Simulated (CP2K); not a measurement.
The system is Hf2Pd2Se2Br2O3.

```
CELL_PARAMETERS angstrom
3.72613 0.00000 0.00000
-1.86306 3.22692 0.00000
0.00000 0.00000 17.00867
ATOMIC_POSITIONS crystal
Hf 0.66667 0.33333 0.93385
Hf 0.33333 0.66667 0.06615
Pd 0.00000 0.00000 0.30298
Pd 0.00000 0.00000 0.69702
Se 0.33333 0.66667 0.22649
Se 0.66667 0.33333 0.77351
Br 0.66667 0.33333 0.39862
Br 0.33333 0.66667 0.60138
O 0.33333 0.66667 0.92689
O 0.66667 0.33333 0.07311
O 0.00000 0.00000 0.00000
```

The cell was built by a generator and needn't be a form met in nature.

Program: CP2K 2026.2. Alike in all runs: task band structure; potentials or basis POTENTIAL_UZH Hf GTH-PBE-q12, Pd GTH-PBE-q18, Se GTH-PBE-q6, Br GTH-PBE-q7, O GTH-PBE-q6; TZVP-MOLOPT-PBE-GTH basis; no spin polarisation; cell as given; k mesh 8 × 8 × 2; smearing fermi-dirac 0.05 eV.

Task: Order these runs on this cell by their pressure, lowest first.
A. level LDA
B. level PBEsol
C. level RPBE

Result: A (-6.9 GPa), B (-4.6 GPa), C (2.1 GPa).

Caveats: the potentials were made for another functional, which shifts forces and pressure; the basis of atomic orbitals isn't converged, which shifts pressures, moduli and gaps; this functional lacks dispersion, which binds the layers, so the pressure and a relaxed spacing across them are unreliable (some runs).
